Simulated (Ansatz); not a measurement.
# Cl₂H₄OSi₂: a ladder of functionals and wavefunction methods

Aim: compute Cl₂H₄OSi₂ with functionals from several rungs and with coupled cluster, and see how far each lands from CCSD(T) at the basis-set limit for the atomisation energy.

The runs use Ansatz 0.2.0, Gaussian basis; functionals in def2-TZVPP, the program's frozen cores in correlated methods.

Levels to be run: LDA (SPW92), PBE-D4, revPBE-D4, BLYP-D4, r2SCAN-D4, B97M-V, PBE0-D4, B3LYP-D4, r2SCANh-D4, r2SCAN0-D4, HSE06-D4, BHLYP-D4, CAM-B3LYP-D4, LC-ωPBE, ωB97X-V, ωB97M-V, B2PLYP, PBE-QIDH; CCSD(T)/def2-SVP; CCSD(T)/def2-TZVPP; MP2/def2-QZVPP; extrapolation to the limit; RPA on PBE.

## (1) Structure used throughout

All runs share one geometry, relaxed beforehand with PBE0-D4 in a triple-zeta def2 set.

9 atoms, charge 0, spin multiplicity 1.

Atoms are counted from 1 here; the program's logs count them from 0.

Bond lengths: O1–Si2 1.628 Å, O1–H6 0.960 Å, Si2–Si3 2.329 Å, Si2–Cl4 2.055 Å, Si2–Cl5 2.055 Å, Si3–H7 1.484 Å, Si3–H8 1.485 Å, Si3–H9 1.485 Å. Angles: Si2–O1–H6 119.1°, O1–Si2–Si3 109.0°, O1–Si2–Cl4 110.1°, O1–Si2–Cl5 110.0°, Si3–Si2–Cl4 110.7°, Si3–Si2–Cl5 110.7°, Cl4–Si2–Cl5 106.3°, Si2–Si3–H7 108.0°, Si2–Si3–H8 109.3°, Si2–Si3–H9 109.3°, H7–Si3–H8 110.0°, H7–Si3–H9 110.0°, H8–Si3–H9 110.2°.

## (2) LDA

This LDA is Slater exchange with PW92 correlation.

Contents of in.yaml:

```yaml
crystal:
  periodic: [false, false, false]
  atoms:
    - {symbol: O, position_ang: [-1.582803, 1.098694, 0.101236]}
    - {symbol: Si, position_ang: [-0.238606, 0.504071, -0.597737]}
    - {symbol: Si, position_ang: [0.758974, -1.022233, 0.850912]}
    - {symbol: Cl, position_ang: [-0.711299, -0.393107, -2.385614]}
    - {symbol: Cl, position_ang: [1.057910, 2.034619, -1.046606]}
    - {symbol: H, position_ang: [-2.108195, 1.747352, -0.373078]}
    - {symbol: H, position_ang: [1.979153, -1.551690, 0.191735]}
    - {symbol: H, position_ang: [-0.190033, -2.130322, 1.127075]}
    - {symbol: H, position_ang: [1.123399, -0.333684, 2.114975]}
basis:
  gaussian: {orbitals: def2-TZVPP}
hamiltonian: {xc: lda}
output: {orbitals: {seedname: orbitals}}
```

Run with:

```bash
$ ansatz run in.yaml --threads 4 --pin off --events-out ev --progress --plain --max-ram 10444MiB
```

Further steps of the session: PBE-D4 (GGA); revPBE-D4 (GGA); BLYP-D4 (GGA); r2SCAN-D4 (meta-GGA); B97M-V (meta-GGA); B3LYP-D4 (hybrid); r2SCANh-D4 (hybrid); r2SCAN0-D4 (hybrid); HSE06-D4 (hybrid); BHLYP-D4 (hybrid); CAM-B3LYP-D4 (range-separated); LC-ωPBE (range-separated); ωB97X-V (range-separated); ωB97M-V (range-separated); B2PLYP (double hybrid); PBE-QIDH (double hybrid); CCSD(T) in def2-SVP; CCSD(T) in def2-TZVPP; MP2 in def2-QZVPP; RPA on PBE orbitals.

**Question.** What will the summary of the whole plan be? Wanted: atomisation energy, CCSD(T)/CBS; farthest beyond LDA; mean size of error, GGA; mean size of error, meta-GGA; mean size of error, hybrid; mean size of error, range-separated; mean size of error, double hybrid; gap, smallest and largest; T1 diagnostic.

The runs gave:

| quantity | value |
| --- | --- |
| atomisation energy, CCSD(T)/CBS | 30.910 eV |
| functionals within 0.155 eV (0.5 %) | PBE-D4, r2SCAN-D4, B97M-V, ωB97X-V, ωB97M-V |
| farthest beyond LDA | BHLYP-D4 (-1.041 eV) |
| mean size of error, GGA | 0.448 eV |
| mean size of error, meta-GGA | 0.074 eV |
| mean size of error, hybrid | 0.485 eV |
| mean size of error, range-separated | 0.240 eV |
| mean size of error, double hybrid | 0.581 eV |
| gap, smallest and largest | 6.08 eV (LDA (SPW92)), 13.06 eV (LC-ωPBE) |
| T1 diagnostic | 0.0111 |
| triples share of the correlation energy | 3.8 % |

LDA overbinds by 3.851 eV (12 %). PBE-D4 is off by -0.037 eV. Double hybrids carry the basis error of their MP2 part in triple zeta, and no dispersion term here, so their miss is partly the set-up's. Taken by rung, meta-GGA functionals do best (0.074 eV on average) and double hybrid ones worst beyond LDA (0.581 eV). The reference freezes the cores and leaves out relativity and excitations past (T), so misses under about 0.155 eV can't be ranked. Hartree-Fock recovers 73 % of the binding; the rest is correlation. CCSD(T) in def2-SVP is off by -2.876 eV, worse than the median functional, from the basis alone. The gap grows from 6.1 to 13.1 eV across the functionals, mostly with the share of exact exchange.
